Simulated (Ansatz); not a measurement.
What does this script print? It uses Ansatz 0.2.0, Python API.

The script reads `ch7closi2.xyz`:
```text
12

O    -1.25300    1.38250    0.74240
Si   -0.02680    0.64410   -0.00570
Si    0.99760   -0.81460    1.44940
C    -0.44210   -0.34890   -1.47900
Cl   -1.38540    0.68140   -2.64230
H    -1.79510    2.06770    0.17030
H     0.97010    1.70290   -0.40640
H     0.12660   -1.87480    1.86780
H     1.53500   -0.09040    2.71400
H     2.18360   -1.45700    0.79580
H     0.33700   -0.77690   -1.97980
H    -1.17030   -1.17110   -1.19230
```

`run_methods.py`:
```python
"""CH7ClOSi2 at several levels of theory."""

from pathlib import Path

import ansatz as az
import numpy as np

ch7closi2 = az.Crystal.molecule_from_extxyz("ch7closi2.xyz")

calculation = ch7closi2.calculation().basis(gaussian="def2-SVP")

print("functional    E (Ha)        dipole (D)   HOMO (eV)  LUMO (eV)")
for name in ["r2scan0", "lc_wpbe", "pbe", "b3lyp", "lda"]:
    r = calculation.functional(name).forces().orbitals().run(runs_dir="runs").report
    lines = Path(r["orbitals_path"]).read_text().splitlines()
    field_of = lambda key: [line.split("=")[1].strip() for line in lines if line.startswith(key)]
    orbitals = [(27.211386 * float(e), s, float(n)) for e, s, n in zip(field_of("Ene="), field_of("Spin="), field_of("Occup="))]
    homo = max(e for e, _, n in orbitals if n > 0.5)
    lumo = min(e for e, _, n in orbitals if n < 0.5)
    dipole = 4.803205 * np.linalg.norm(r["charge_distribution"]["dipole_moment_e_ang"])
    print(f"{name:10s} {r['free_energy_ev'] / 27.211386246:14.6f} {dipole:9.3f} {homo:11.3f} {lumo:10.3f}")
```

```console
$ python run_methods.py
functional    E (Ha)        dipole (D)   HOMO (eV)  LUMO (eV)
r2scan0      -1156.155399     0.633      -8.090     -0.236
lc_wpbe      -1155.947046     0.653     -10.516      1.961
pbe          -1155.687758     0.705      -6.564     -1.223
b3lyp        -1156.378815     0.722      -7.597     -0.461
lda          -1151.559958     0.741      -6.623     -1.378
```

Reading the output:
- Total energies depend on the basis set; only differences at equal settings carry meaning.
- The geometry is a force-field or estimated start, not a minimum of this method, and the basis set is short of its limit. A lower total doesn't mark the better method: functionals have no common bound, and MP2 and coupled cluster aren't variational.
- b3lyp holds the VWN-RPA fit, as in Gaussian; the form of ORCA and Turbomole is b3lyp5.
- Levels such as HOMO and LUMO are orbital energies: with these approximate functionals they aren't the ionisation energy and electron affinity, and their gap isn't the fundamental gap.
- Hardware and time: 26 s on 1 thread of Arm Neoverse V2, with other jobs on the host, peak memory 0.35 GiB.
